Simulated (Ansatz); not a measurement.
# B (B, omega (AlB2-type)): the cost of one run

Method: DFT PBEsol, plane waves (420 eV) with PAW, scalar-relativistic; PAW files made under PBE, frozen cores solved again for the functional, in Ansatz 0.2.0.

## Step 1: The structure to begin with

It takes space group P6/mmm (No. 191, hexagonal). The conventional cell has a = 3.333 Å, b = 3.333 Å, c = 2.043 Å, α = 90.00°, β = 90.00°, γ = 120.00°. B (site symmetry 6/mmm) is surrounded by 14 B at 2.04 to 2.18 Å. B (site symmetry -6m2) has 11 B at 1.92 to 2.18 Å as nearest neighbours.

Structure file:

```cif
data_structure
_symmetry_space_group_name_H-M 'P 1'
_symmetry_Int_Tables_number 1
_cell_length_a 3.3333
_cell_length_b 3.3333
_cell_length_c 2.0433
_cell_angle_alpha 90.000
_cell_angle_beta 90.000
_cell_angle_gamma 120.000
_cell_volume 19.66
loop_
_atom_site_label
_atom_site_type_symbol
_atom_site_fract_x
_atom_site_fract_y
_atom_site_fract_z
_atom_site_occupancy
B1 B 0.00000 0.00000 0.00000 1
B2 B 0.33333 0.66667 0.50000 1
B3 B 0.66667 0.33333 0.50000 1
```

## Step 2: Geometry optimisation

The input, input.yaml:

```yaml
crystal:
  lattice:
    - [3.333348267, 0.0, 0.0]
    - [-1.6666741335, 2.8867642789, 0.0]
    - [0.0, 0.0, 2.0433424877]
  atoms:
    - { symbol: B, position: [0.0, 0.0, 0.0] }
    - { symbol: B, position: [0.3333333333, 0.6666666667, 0.5] }
    - { symbol: B, position: [0.6666666667, 0.3333333333, 0.5] }
hamiltonian:
  xc: pbesol
  pseudopotentials:
    kind: paw
    azcp:
      B: "pseudopotentials/B.paw.azcp"
basis:
  ecutwfc: 420
  fft_grid_basis: typed
kpoints:
  mp_grid: { grid: [11, 11, 15], shift: [0, 0, 0] }
magnetization:
  spin_polarized: false
scf:
  occupations: { method: fermi_dirac, width: 0.1 }
relax:
  max_steps: 60
  f_tol: 0.01
  cell: {}
```

Started as:

```sh
ansatz run input.yaml --threads 2 --pin off --max-ram 5120MiB --backend cpu --events-out ev --progress --plain --runs-dir out
```

What time and memory should one allow on 2 threads of Intel Xeon 6975P-C (Granite Rapids), shared host?

About 8.1 s, with a peak of 0.36 GiB.
